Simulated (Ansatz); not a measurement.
# CsLiCr2Te2S3 (P3m1) in Ansatz: notebook

One crystal, CsLiCr2Te2S3, is run at these levels: PBE, revPBE; tasks: relaxation of cell and atoms.

Program: Ansatz 0.2.0. These are calculated values, not measurements. Logs are shortened: lines on timing, memory, paths and dates and some standing lists are left out, and cuts for length are marked.

**1. Starting point**

It takes space group P3m1 (No. 156, trigonal). Conventional cell: a = 3.604 Å, b = 3.604 Å, c = 19.067 Å, α = 90.00°, β = 90.00°, γ = 120.00°. Around Cs (site symmetry 3m) lie 3 S at 3.38 Å and 6 Cs at 3.60 Å and 3 Te at 3.77 Å. Li (site symmetry 3m) has 6 S at 2.63 to 2.66 Å as nearest neighbours. Cr (site symmetry 3m) has 3 S at 2.40 Å and 3 Te at 2.74 Å as nearest neighbours. Cr (site symmetry 3m) is surrounded by 6 S at 2.43 to 2.45 Å. Te (site symmetry 3m) has 6 Te at 3.60 Å and 3 Cs at 3.77 Å as nearest neighbours. Around Te (site symmetry 3m) lie 3 Cr at 2.74 Å. Around S (site symmetry 3m) lie 3 Cr at 2.45 Å and 3 Li at 2.63 Å. S (site symmetry 3m) has 3 Cr at 2.40 Å and 3 Li at 2.66 Å as nearest neighbours.

The cell was built by a generator and needn't be a form met in nature.

**2. Relaxation of cell and atoms, PBE, collinear spin, ferromagnetic start, target pressure 2 GPa, at which the enthalpy is minimised**

Contents of input.yaml:

```yaml
crystal:
  lattice:
    - [3.60358, 0.0, 0.0]
    - [-1.80179, 3.12079, 0.0]
    - [0.0, 0.0, 19.06651]
  atoms:
    - { symbol: Cs, position: [0.0, 0.0, 0.37399] }
    - { symbol: Li, position: [0.66667, 0.33333, 0.01607] }
    - { symbol: Cr, position: [0.0, 0.0, 0.86637], spin: 3.0 }
    - { symbol: Cr, position: [0.33333, 0.66667, 0.16833], spin: 3.0 }
    - { symbol: Te, position: [0.33333, 0.66667, 0.53891] }
    - { symbol: Te, position: [0.66667, 0.33333, 0.77276] }
    - { symbol: S, position: [0.0, 0.0, 0.1003] }
    - { symbol: S, position: [0.33333, 0.66667, 0.9292] }
    - { symbol: S, position: [0.66667, 0.33333, 0.23408] }
hamiltonian:
  xc: pbe
  pseudopotentials: { kind: paw }
magnetization:
  spin_polarized: true
kpoints:
  mp_grid: { grid: [6, 6, 1] }
scf:
  occupations: { method: fermi_dirac, width: 0.05 }
output:
  forces: true
  stress: true
  eigenvalues: true
relax:
  f_tol: 0.01
  max_steps: 40
  cell: { stress_tol: 0.05, p_target: 2.0 }
```

Potentials or basis: Ansatz PAW.

The run is started by

```
$ ansatz run input.yaml --threads 8 --pin off --max-ram 20480MiB --backend cpu --events-out ev --progress --plain --runs-dir out
```

Log:

```text
Warning: the atoms were moved onto the symmetric positions of the space group found under crystal.symmetry.tolerance 1.0e-5 (fractional; no operation is sought that the atoms, as they stand in a round, miss by more than twice it, and no atom is moved by as much as it), and the run uses the moved positions. Before a round's move an operation carried an atom to 3.60e-5 Å from where it should land, the largest such distance. Atom 1 (counting from 0) moved farthest, by 2.08e-5 Å; the longest move in fractions of the cell, of whichever atom, is 0.47 of the tolerance, in 1 round. To run the atoms as typed, lower crystal.symmetry.tolerance until the operations that they miss are no longer found, or set crystal.symmetry.detect: false (a key that needs symmetry detection or time reversal refuses this as the deck is read). The positions used, in the order of the run's atom list: position: [0.0, 0.0, 0.37399]; position: [0.6666666666666666, 0.3333333333333333, 0.01607]; position: [0.0, 0.0, 0.86637]; position: [0.3333333333333333, 0.6666666666666666, 0.16833]; position: [0.3333333333333333, 0.6666666666666666, 0.53891]; position: [0.6666666666666666, 0.3333333333333333, 0.77276]; position: [0.0, 0.0, 0.1003]; position: [0.3333333333333333, 0.6666666666666666, 0.9292]; position: [0.6666666666666666, 0.3333333333333333, 0.23408]; The lattice was moved too: crystal.lattice keeps the space group found at crystal.symmetry.tolerance 1.0e-5 only nearly: the operation that it misses by the most changes a squared length by the fraction 1.01e-6. The run uses the lattice that is a stretch of the typed one, with no rotation, onto the one that keeps every operation to a double's rounding (on a very oblique basis the stretch itself rounds by more); the deck's lattice vector that moved farthest moved by 1.05e-6 Å. To run the lattice as typed, set crystal.symmetry.tolerance under 1.01e-6, the least fraction by which an operation that the lattice misses changes a squared length (the same key also sets how far an atom may lie from its image, so lowering it can lose operations that the atoms keep only within it), or set crystal.symmetry.detect: false, as for the atoms. crystal.lattice made exact, in Å and degrees: [[3.603578946584446, 0.0, 0.0], [-1.801789473292223, 3.120790912284897, 0.0], [0.0, 0.0, 19.06651]]. Pasted over the deck's crystal.lattice, beside positions in fractional coordinates, it runs the same cell (given as lengths and angles, that cell in the form's own orientation, a rigid turn of the misfit's size from the one run here, for which a checkpoint.post_process_only pass over this run's state can be refused: where this run relaxes nothing, give such a pass this deck's own crystal.lattice, as typed; behind a relaxation, as crystal.lattice, the state's own cell, identity.cell in its checkpoint.json), and a matrix so pasted ends this notice, except on a very skew basis of the lattice, where the rounding of the pasted numbers themselves can read as a misfit: the cell is then moved again, and that move is told again. The lattice as run is in this notice's lattice.as_run_ang field (Run.prep()["deck_notices"] in Python, the deck_notice line of an events file, deck_notices of ansatz run --dry-run=json, or deck_notices in record.json in the deck's checkpoint.write directory).
Warning: RAYON_NUM_THREADS=8 ignored (pool sized by the plan → 8); use --threads N
Engine: ansatz 0.2.0, aarch64-unknown-linux-gnu
Pseudopotentials: kind: paw
Pseudopotential: Cs, paw, valence charge 9, recommended cutoff 420 eV (normal), Cs.paw.azcp
Pseudopotential: Li, paw, valence charge 3, recommended cutoff 420 eV (normal), Li.paw.azcp
Pseudopotential: Cr, paw, valence charge 14, recommended cutoff 420 eV (normal), Cr.paw.azcp
Pseudopotential: Te, paw, valence charge 16, recommended cutoff 420 eV (normal), Te.paw.azcp
Pseudopotential: S, paw, valence charge 6, recommended cutoff 420 eV (normal), S.paw.azcp
Functional definition: PBE
  parameter kappa = 0.804
  parameter beta = 0.06672455060314922
  exchange = pbe_x(kappa = kappa, mu = beta*pi^2/3)
  correlation = pbe_c(beta = beta)
Crystal: 9 atoms, lattice volume = 214.422 Å³
Basis set: ecut = 420 eV, 4167 PW (Γ), exchange–correlation on 50×50×256 points (8 copies of the dense FFT grid, shifted against one another)
Bands: 58, of which v1, the nominal top of the filled ones, is band 45 counted from 1 (44 counted from 0)
Symmetry: 6 space group operations
Space group: P3m1 (ITA 156), of the structure as read, at distance tolerance 6.0e-5 Å
Magnetic group: BNS 156.49 (UNI 1279), of the structure as read, at distance tolerance 6.0e-5 Å
k-points: 7 of 36 (time reversal used)
Non-local potential: Cs, projectors of the file, l = 0: 3, l = 1: 2, l = 2: 2, l = 3: 2
Non-local potential: Li, projectors of the file, l = 0: 3, l = 1: 2, l = 2: 1
Non-local potential: Cr, projectors of the file, l = 0: 3, l = 1: 2, l = 2: 3, l = 3: 1
Non-local potential: Te, projectors of the file, l = 0: 2, l = 1: 2, l = 2: 2, l = 3: 2
Non-local potential: S, projectors of the file, l = 0: 2, l = 1: 2, l = 2: 2
PAW form: soft (Blöchl's): semilocal exchange-correlation on the pseudo side does not see the compensation charge
PAW one-centre angular grid: Cs, 194 points (default); XC on 64 Gauss nodes
PAW one-centre angular grid: Li, 110 points (default); XC on 64 Gauss nodes
PAW one-centre angular grid: Cr, 590 points (default); XC on 64 Gauss nodes
PAW one-centre angular grid: Te, 590 points (default); XC on 64 Gauss nodes
PAW one-centre angular grid: S, 110 points (default); XC on 64 Gauss nodes
Initial density: superposition of atomic densities (chi_scale 0.1, normalization cell, long waves of neutral atoms (reshape's long-wave potential 6.32 eV rms, cloud 3.49 Å wide))
Starting moments: Σ|m| = 6 μB on 2 of 9 sites
Initial wavefunctions: pseudopotential atomic-orbital guess
[... 172 lines left out ...]
Free energy (F): -29302.760272 eV
Harris-Foulkes:  -29302.760272 eV  (|F-HF|=3.64e-11)
Internal energy: -29302.735847 eV  (E = F + TS)
E sigma→0 (E₀):  -29302.748059 eV
Entropy (-TS):   -0.024425 eV (-2.714 meV/atom)
Fermi energy:    9.296679 eV
--- Per-component energies (eV) ---
  E_band       = -1117.016864
  E_kinetic    = 1534.325754
  E_local      = -9619.896955  (includes V_loc(G=0)·N_el)
  E_nonlocal   = -374.782597
  E_hartree    = 4802.260345
  E_xc         = -1005.622369
  E_vxc        = -968.917609  (∫ρ·V_xc dr)
  E_paw        = -18607.826508  (= ΣΔE_a)
  E_vpaw       = -1292.266123  (= ΣTr[D̂ρ^β])
  E_aug_tail   = 0.000414  (compensation charges beyond the density's cutoff)
  E_ewald      = -6031.193931
  E_smearing   = -0.024425  (= −TS)
  E_closure    = 0.000000  (closes the sum)
  Σ components = -29302.760272   (vs F -29302.760272, Δ=0.00e0)
--- Forces (eV/Å), atoms counted from 1 ---
  atom   1  Cs    -0.00000000    -0.00000000    -0.00295257
  atom   2  Li     0.00000000    -0.00000000     0.00129719
  atom   3  Cr     0.00000000    -0.00000000     0.00159206
  atom   4  Cr     0.00000000    -0.00000000    -0.00088141
  atom   5  Te     0.00000000     0.00000000    -0.00096162
  atom   6  Te     0.00000000     0.00000000     0.00101286
  atom   7  S     -0.00000000     0.00000000    -0.00050269
  atom   8  S      0.00000000    -0.00000000    -0.00167120
  atom   9  S      0.00000000    -0.00000000     0.00306780
  max |Σ_I F_I| component: 4.23e-7 eV/Å
--- Stress (GPa, compression-positive) ---
        1.998800       0.000000      -0.000000
        0.000000       1.998800      -0.000000
        0.000000      -0.000000       1.983587
  P = ⅓ Tr σ = 1.9937 GPa (19.937 kbar)
--- Band table (eV; the first three rows and the last of 14) ---
  k-point 0 ↑: bands = ["-63.9304", "-63.4585", "-37.0429", "-35.2938", "-35.2655", "-35.2655", "-34.8211", "-34.8211", "-34.8208", "-27.5146", "-27.5146", "-27.3210", "-27.3210", "-27.2982", "-27.2982", "-27.2651", "-27.2315", "-27.2315", "-27.2137", "-14.3232", "-5.0471", "-4.6364", "-3.6564", "-2.7617", "-2.4536", "-0.6532", "0.5565", "0.5565", "3.6260", "4.2451", "5.2190", "5.2190", "5.7307", "5.7307", "6.3194", "7.1355", "7.4114", "7.4114", "7.8015", "7.8015", "8.0668", "8.1386", "8.1386", "8.2238", "8.8613", "9.7423", "9.7423", "10.6201", "10.9431", "10.9431", "11.2994", "11.2994", "12.0893", "12.0893", "13.2902", "13.5771", "13.5771", "13.9504"]
[... 3 lines left out ...]
--- Relaxed structure (5 steps of the walk, 5 accepted, 1 SCFs on fresh bases) ---
  F+E_penalty+E_count = -29302.76027201 eV   max|allowed force component| = 3.068e-3 eV/Å   (the final SCF, on the basis selected at the relaxed cell)
  cell:  # Å, volume = 197.7558 Å³
    - [3.5674035054560482, 0.0, 0.0]
    - [-1.7837017527280241, 3.089462061274596, 2.6778356406302918e-34]
    - [0.0, 1.636026938538229e-33, 17.94296097302386]
  atoms:
    - { symbol: Cs, position: [7.214133977866654e-34, -4.571324429343693e-35, 0.38673747097916394] }
    - { symbol: Li, position: [0.6666666666666666, 0.3333333333333333, 0.010917945770833557] }
    - { symbol: Cr, position: [-8.65398335233937e-34, 2.011382748911225e-34, 0.8552466964250108] }
    - { symbol: Cr, position: [0.3333333333333333, 0.6666666666666666, 0.17065461548285868] }
    - { symbol: Te, position: [0.3333333333333333, 0.6666666666666666, 0.5594066791535015] }
    - { symbol: Te, position: [0.6666666666666666, 0.3333333333333333, 0.756357377229213] }
    - { symbol: S, position: [-2.1303533130145637e-35, 3.6570595434749564e-35, 0.09833399451818586] }
    - { symbol: S, position: [0.3333333333333333, 0.6666666666666666, 0.9218170617940602] }
    - { symbol: S, position: [0.6666666666666666, 0.3333333333333333, 0.240538158647172] }
```

It took 29 s on 8 threads of Arm Neoverse V2, shared host; peak memory 0.94 GiB.

What came out:

| Property | Result |
| --- | --- |
| Free energy | -29302.7603 eV |
| Relaxed volume | 21.97 Å³/atom |
| Relaxed cell | a = 3.567 Å, b = 3.567 Å, c = 17.943 Å, α = 90.00°, β = 90.00°, γ = 120.00° |
| Space group after relaxing (to 0.05 Å) | P3m1 (No. 156) |
| Energy change on relaxing (the enthalpy is what falls) | +8.3 meV/atom |
| Ionic steps | 6 |
| Pressure after relaxing | 2.0 GPa |
| Largest force after relaxing | 0.003 eV/Å |
| Band gap on the k mesh | none (metal or under the smearing width) |
| Net moment | 5.68 μB per cell |
| Absolute moment | 6.64 μB per cell |
| Site moments | Cs +0.00; Li -0.01; Cr +2.54, +2.71; Te +0.05, -0.14; S -0.04, -0.05 μB |

Forces on the atoms (eV/Å):
```
Cs   0.000  0.000 -0.003
Li   0.000  0.000  0.001
Cr   0.000  0.000  0.002
Cr   0.000  0.000 -0.001
Te   0.000  0.000 -0.001
Te   0.000  0.000  0.001
S    0.000  0.000 -0.001
S    0.000  0.000 -0.002
S    0.000  0.000  0.003
```

The path:
```csv
step,energy change (eV),largest force (eV/Å),volume (Å³)
1,0.0000,0.0786,214.42
2,0.0513,0.1154,201.88
3,0.0901,0.0611,196.56
4,0.0736,0.0271,197.74
5,0.0732,0.0029,197.76
6,0.0750,0.0031,197.76
```

Final structure:
```
Cs Li Cr Te S
1.0
     3.56740    0.00000    0.00000
    -1.78370    3.08946    0.00000
     0.00000    0.00000   17.94296
Cs Li Cr Te S
1 1 2 2 3
Cartesian
  0.0000 0.0000 6.9392
  1.7837 1.0298 0.1959
  0.0000 0.0000 15.3457
  0.0000 2.0596 3.0620
  0.0000 2.0596 10.0374
  1.7837 1.0298 13.5713
  0.0000 0.0000 1.7644
  0.0000 2.0596 16.5401
  1.7837 1.0298 4.3160
```

Caveat: the plane-wave basis is chosen anew once the cell has moved, so the energies of steps on either side of that aren't comparable; only a ferromagnetic start was run, and an antiferromagnetic order may lie lower in energy. With open d or f shells a metallic result of PBE can be an artefact of self-interaction; +U or a hybrid may open a gap.

**3. Relaxation of cell and atoms, PBE, collinear spin, ferromagnetic start, target pressure 5 GPa, at which the enthalpy is minimised**

Edit input.yaml of step 2 so:

```diff
@@ -28,2 +28,6 @@
   eigenvalues: true
+  write_density: true
+  write_potential: true
+  elf: true
+  volumetric_format: npy
 relax:
@@ -31,2 +35,2 @@
   max_steps: 40
-  cell: { stress_tol: 0.05, p_target: 2.0 }
+  cell: { stress_tol: 0.05, p_target: 5.0 }
```

Potentials or basis: Ansatz PAW.

The run is started by

```
$ ansatz run input.yaml --threads 8 --pin off --max-ram 20480MiB --backend cpu --events-out ev --progress --plain --runs-dir out
```

Run time: 38 s. Hardware: 8 threads of Arm Neoverse V2, shared host; peak memory 0.94 GiB.

The run converged. Its results:

- Free energy: -29302.5237 eV
- Relaxed volume: 20.73 Å³/atom
- Relaxed cell: a = 3.515 Å, b = 3.515 Å, c = 17.435 Å, α = 90.00°, β = 90.00°, γ = 120.00°
- Space group after relaxing (to 0.05 Å): P3m1 (No. 156)
- Energy change on relaxing (the enthalpy is what falls): +34.6 meV/atom
- Ionic steps: 7
- Pressure after relaxing: 5.0 GPa
- Largest force after relaxing: 0.008 eV/Å
- Band gap on the k mesh: none (metal or under the smearing width)
- Net moment: 5.73 μB per cell
- Absolute moment: 6.56 μB per cell
- Site moments: Cs +0.00; Li -0.00; Cr +2.48, +2.67; Te +0.10, -0.12; S -0.03, -0.04 μB

Forces on the atoms (eV/Å):
```
Cs   0.000  0.000  0.006
Li   0.000  0.000 -0.005
Cr   0.000  0.000 -0.006
Cr   0.000  0.000 -0.003
Te   0.000  0.000 -0.006
Te   0.000  0.000 -0.001
S    0.000  0.000  0.008
S    0.000  0.000  0.004
S    0.000  0.000  0.004
```

Step by step:
```
step  energy change (eV)  largest force (eV/Å)  volume (Å³)
   1              0.0000                0.0786       214.42
   2              0.2667                0.3184       191.82
   3              0.3073                0.1747       187.46
   4              0.3939                0.1014       184.20
   5              0.2977                0.0332       186.92
   6              0.3083                0.0079       186.56
   7              0.3116                0.0075       186.56
```

Final structure:
```xyz
9
Lattice="3.5151 0.0000 0.0000 -1.7575 3.0441 0.0000 0.0000 0.0000 17.4354" Properties=species:S:1:pos:R:3 pbc="T T T"
Cs    0.0000    0.0000    6.8110
Li    1.7575    1.0147    0.1680
Cr    0.0000    0.0000   14.8632
Cr    0.0000    2.0294    2.9841
Te    0.0000    2.0294    9.8535
Te    1.7575    1.0147   13.0835
S     0.0000    0.0000    1.6807
S     0.0000    2.0294   16.0580
S     1.7575    1.0147    4.2399
```

Levels at points of the mesh, in eV from the Fermi level:
Spin up:
```
            k point  band 44  band 45  band 46  band 47  band 48  band 49  band 50  band 51  band 52  band 53
 (0.00, 0.00, 0.00)    -0.95    -0.37     0.51     0.51     1.43     1.71     1.71     2.10     2.10     2.92
(0.00, -0.50, 0.00)    -1.39    -1.22    -1.12    -0.82    -0.70     0.31     0.71     1.38     1.45     1.69
```
Spin down:
```csv
k point,band 39,band 40,band 41,band 42,band 43,band 44,band 45,band 46
"(0.00, 0.00, 0.00)",-0.72,0.75,0.75,0.81,0.81,1.08,1.08,1.21
"(0.00, -0.50, 0.00)",-2.75,-2.27,-1.08,-0.97,0.18,0.44,0.55,1.01
```

Caveat: the plane-wave basis is chosen anew once the cell has moved, so the energies of steps on either side of that aren't comparable; only a ferromagnetic start was run, and an antiferromagnetic order may lie lower in energy.

**4. Relaxation of cell and atoms, revPBE, collinear spin, ferromagnetic start**

Edit input.yaml of step 3 so:

```diff
@@ -16,3 +16,3 @@
 hamiltonian:
-  xc: pbe
+  xc: revpbe
   pseudopotentials: { kind: paw }
@@ -28,6 +28,2 @@
   eigenvalues: true
-  write_density: true
-  write_potential: true
-  elf: true
-  volumetric_format: npy
 relax:
@@ -35,2 +31,2 @@
   max_steps: 40
-  cell: { stress_tol: 0.05, p_target: 5.0 }
+  cell: { stress_tol: 0.05 }
```

The run is started by

```
$ ansatz run input.yaml --threads 8 --pin off --max-ram 20480MiB --backend cpu --events-out ev --progress --plain --runs-dir out
```

It took 66 s on 8 threads of Arm Neoverse V1, shared host; peak memory 1.1 GiB.

The run converged. Its results:

```yaml
Free_energy: -29336.7959 eV
Relaxed_volume: 26.95 Å³/atom
Relaxed_cell: a = 3.648 Å, b = 3.648 Å, c = 21.044 Å, α = 90.00°, β = 90.00°, γ = 120.00°
Space_group_after_relaxing_to_0.05_Å: P3m1 (No. 156)
Energy_gained_by_relaxing: 6.5 meV/atom
Ionic_steps: 13
Pressure_after_relaxing: 0.0 GPa
Band_gap_on_the_k_mesh: none (metal or under the smearing width)
Net_moment: 5.71 μB per cell
Absolute_moment: 6.91 μB per cell
Site_moments: Cs +0.00; Li -0.01; Cr +2.69, +2.79; Te -0.01, -0.16; S -0.07, -0.08 μB
```

Step by step:
| step | energy change (eV) | largest force (eV/Å) | volume (Å³) |
| --- | --- | --- | --- |
| 1 | 0.0000 | 0.0845 | 214.42 |
| 2 | -0.0381 | 0.1210 | 223.23 |
| 3 | -0.0458 | 0.0388 | 227.04 |
| 4 | -0.0497 | 0.0403 | 230.85 |
| 5 | -0.0515 | 0.0355 | 233.99 |
| 6 | -0.0516 | 0.0107 | 234.71 |
| 7 | -0.0516 | 0.0024 | 234.72 |
| 8 | -0.0566 | 0.0021 | 234.72 |
| 9 | -0.0570 | 0.0050 | 236.35 |
| 10 | -0.0574 | 0.0069 | 240.52 |
| 11 | -0.0572 | 0.0029 | 242.03 |
| 12 | -0.0572 | 0.0017 | 242.57 |
| 13 | -0.0584 | 0.0016 | 242.57 |

Final structure:
```
Cs Li Cr Te S
1.0
     3.64823    0.00000    0.00000
    -1.82412    3.15946    0.00000
     0.00000    0.00000   21.04433
Cs Li Cr Te S
1 1 2 2 3
Direct
  0.00000 0.00000 0.35163
  0.66667 0.33333 0.02425
  0.00000 0.00000 0.88658
  0.33333 0.66667 0.16368
  0.33333 0.66667 0.50220
  0.66667 0.33333 0.80230
  0.00000 0.00000 0.10204
  0.33333 0.66667 0.94394
  0.66667 0.33333 0.22339
```

Levels at points of the mesh, in eV from the Fermi level:
Spin up:
| k point | band 46 | band 47 | band 48 | band 49 | band 50 | band 51 |
| --- | --- | --- | --- | --- | --- | --- |
| (0.00, 0.00, 0.00) | 0.38 | 0.38 | 1.36 | 1.59 | 1.59 | 1.87 |
| (0.00, -0.50, 0.00) | -0.99 | -0.87 | -0.86 | 0.39 | 0.99 | 1.19 |
Spin down:
```csv
k point,band 40,band 41,band 42,band 43,band 44,band 45
"(0.00, 0.00, 0.00)",0.67,0.67,1.11,1.11,1.27,1.33
"(0.00, -0.50, 0.00)",-1.81,-1.00,-0.90,0.38,0.60,0.95
```

Caveat: the plane-wave basis is chosen anew once the cell has moved, so the energies of steps on either side of that aren't comparable; only a ferromagnetic start was run, and an antiferromagnetic order may lie lower in energy; the PAW data sets come from PBE, with cores solved anew for the run's functional, which leaves a small shift of forces and pressure. The run has no spin-orbit coupling, so splittings on Cs, Te are missing.

**5. The runs side by side**

```tsv
level	cell	target pressure (GPa)	gap on the mesh (eV)	pressure (GPa)	moment (μB)
PBE	relaxed to 2 GPa	2	none	2.0	5.68
PBE	relaxed to 5 GPa	5	none	5.0	5.73
revPBE	relaxed	-	none	0.0	5.71
```

Alike in all rows: task relaxation of cell and atoms; potentials or basis Ansatz PAW; spin collinear, ferromagnetic start; k mesh 6 × 6 × 1; cutoff (eV) 420; smearing fermi-dirac 0.05 eV.

Caveats: the plane-wave basis is chosen anew once the cell has moved, so the energies of steps on either side of that aren't comparable; only a ferromagnetic start was run, and an antiferromagnetic order may lie lower in energy; the PAW data sets come from PBE, with cores solved anew for the run's functional, which leaves a small shift of forces and pressure (some runs).

Total energies depend on the potentials used, so only differences within one code and one set of settings carry meaning.
